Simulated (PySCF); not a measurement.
# BSe: from the state search to spectroscopic constants

One job finds the state of BSe, follows it along the bond with each method and fits the curves.

Method: B def2-TZVPP, Se def2-TZVPP, no relativity; program: PySCF 2.14.0.

### Step 1. The job

A driver script around PySCF takes these settings:

| Item | Value |
| --- | --- |
| atoms | B, Se |
| charge | 0 |
| basis | B def2-TZVPP, Se def2-TZVPP |
| Hamiltonian | no relativity |
| basis functions | 79 |
| electrons treated | 39 |
| masses in u | 11.0093, 79.9165 |
| levels | PBE0, PBE, r²SCAN, TPSS, BP86, M06-L, BLYP, CAM-B3LYP, HF, MP2, SCS-MP2, CCSD, CCSD(T) |
| grid | 80 radial by 434 angular points |
| occupations | held fixed by the projection of orbital angular momentum |
| dissociation limit | B + Se, each in its ground configuration |
| starting distance in angstrom | 1.930 |
| values of 2S to try | 1, 3 |

Run with:

```
$ OMP_NUM_THREADS=1 python dia.py task.json out
```

Further steps of the session: First curve: PBE0; Higher solutions at PBE0; PBE (GGA); r²SCAN (meta-GGA); TPSS (meta-GGA); BP86 (GGA); M06-L (meta-GGA); BLYP; CAM-B3LYP (range-separated hybrid); ROHF; Adding correlation.

**Question.** What will these runs give? Wanted: for each run, Re; ωe; De; μ.

**Answer**, as computed:

Lowest PBE0 solution found, without spin–orbit coupling: ²Σ⁺ (doublet), unpaired electrons σ ↑. State 2 has its PBE0 minimum 1.68 eV higher. State 3 has its PBE0 minimum 3.13 eV higher. The other levels ran on the lowest alone.

```
       level  Re (Å)  ωe (cm⁻¹)  De (eV)  μ (D)
        ROHF   1.732       1037     3.35  -1.29
    ROHF-MP2   1.743       1007     5.11    n/a
ROHF-SCS-MP2   1.744       1001     4.80    n/a
   ROHF-CCSD   1.743        997     4.51    n/a
ROHF-CCSD(T)   1.754        970     4.80    n/a
         PBE   1.755        955     5.41  -0.30
        BLYP   1.762        932     5.05  -0.33
        BP86   1.757        948     5.31  -0.36
        TPSS   1.753        958     5.13  -0.39
      r²SCAN   1.744        988     5.34  -0.55
       M06-L   1.739        995     5.27  -0.29
        PBE0   1.741        994     5.11  -0.52
   CAM-B3LYP   1.733       1004     4.81  -0.60
```

De is counted to B + Se in their ground configurations. A positive dipole means B(−)Se(+).

Differences from CCSD(T) in the same basis:

```
       level  Re (mÅ)  ωe (%)
        ROHF      -22    +7.0
    ROHF-MP2      -11    +3.8
ROHF-SCS-MP2       -9    +3.2
   ROHF-CCSD      -10    +2.8
         PBE       +2    -1.5
        BLYP       +8    -3.9
        BP86       +4    -2.2
        TPSS       -1    -1.2
      r²SCAN      -10    +1.8
       M06-L      -15    +2.6
        PBE0      -13    +2.5
   CAM-B3LYP      -21    +3.5
```

Judged by CCSD(T) in the same basis: best bond length TPSS (-1 mÅ), worst ROHF (-22 mÅ); best wavenumber TPSS (-1.2 %), worst ROHF (+7.0 %). Hartree–Fock makes the bond too short and too stiff against this reference, as it mostly does. Of the levels with a De here, ROHF gives the least (3.35 eV) and PBE the most (5.41 eV).

Correlated steps freeze 10 core orbitals.
